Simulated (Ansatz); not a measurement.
# MnSe: the cost of one run

All numbers are computed with the Python package of Ansatz 0.2.0. Level of theory: DFT r2SCAN+U+D3(BJ) with three-body term, plane waves, PAW.

### Step 1. Starting point

It takes space group F-43m (No. 216, cubic). The conventional cell has a = 5.820 Å, b = 5.820 Å, c = 5.820 Å, α = 90.00°, β = 90.00°, γ = 90.00°. Mn (site symmetry -43m) is surrounded by 4 Se at 2.52 Å. Se (site symmetry -43m) has 4 Mn at 2.52 Å as nearest neighbours.

mnse.extxyz, read by the script:

```xyz
2
Lattice="0.0 2.91 2.91 2.91 0.0 2.91 2.91 2.91 0.0" Properties=species:S:1:pos:R:3:initial_magmoms:R:1 pbc="T T T"
Mn    0.00000000    0.00000000    0.00000000  4.00
Se    1.45500000    1.45500000    1.45500000  0.00
```

### Step 2. Script

Contents of plus_u_mnse.py:

```python
# -*- coding: utf-8 -*-
import warnings

import ansatz as az
import numpy as np


def count_gap(report):
    # lowest empty less highest filled band, counting bands; zero where they overlap
    return max(report.get("gap_by_band_count_ev") or 0.0, 0.0)


def main():
    warnings.simplefilter("ignore", az.DeckWarning)

    structure = az.Crystal.from_extxyz("mnse.extxyz")

    base = structure.calculation()
    base = base.functional(az.Functional.R2SCAN, dispersion="d3bjatm")
    base = base.kpoints(10)
    base = base.occupations("fermi_dirac", width=100 * az.meV)
    base = base.spin("collinear").band_table()
    rows = []
    for u in [0.0, 2.0, 4.0, 6.0]:
        report = base.hubbard("Mn", "d", u_eff=u).run(threads=1, backend="cpu").report
        shell = report["hubbard"]["n_scf"]
        rows.append((u, count_gap(report), sum(shell) / len(shell), max(abs(m) for m in report["site_moments_mub"]), report["n_iterations"]))
    print("      U_eff eV  gap by band count eV  Mn d occupation (projector)  largest moment muB      iterations")
    for row in rows:
        print(f"{str(row[0]):>14s}  {row[1]:20.3f}  {row[2]:27.4f}  {row[3]:18.3f}  {row[4]:14d}")
    print("eigenvalues of the first occupation matrix at the last U, by spin:")
    for channel in report["hubbard"]["n_eig"][0]:
        print("  ", " ".join(f"{n:.3f}" for n in channel))


if __name__ == "__main__":
    main()
```

### Step 3. What the engine is handed

The package turns the script's settings into the engine's input (first run):

```yaml
crystal:
  lattice:
    - [0.0, 2.91, 2.91]
    - [2.91, 0.0, 2.91]
    - [2.91, 2.91, 0.0]
  atoms:
    - { symbol: Mn, position: [0.0, 0.0, 0.0], spin: 4.0 }
    - { symbol: Se, position: [0.25, 0.25, 0.25], spin: 0.0 }
kpoints:
  mp_grid:
    grid: [10, 10, 10]
hamiltonian:
  xc: r2scan
  dispersion: d3bjatm
  hubbard:
    - { species: Mn, l: d, u_eff: 0.0 }
magnetization:
  spin_polarized: true
scf:
  occupations:
    method: fermi_dirac
    width: 0.1
output:
  eigenvalues: true
```

### Step 4. Running it

Started as:

```sh
$ python plus_u_mnse.py
```

What time and memory should one allow on 1 thread of Arm Neoverse V2, shared host?

About 1.9 min, with a peak of 0.64 GiB.
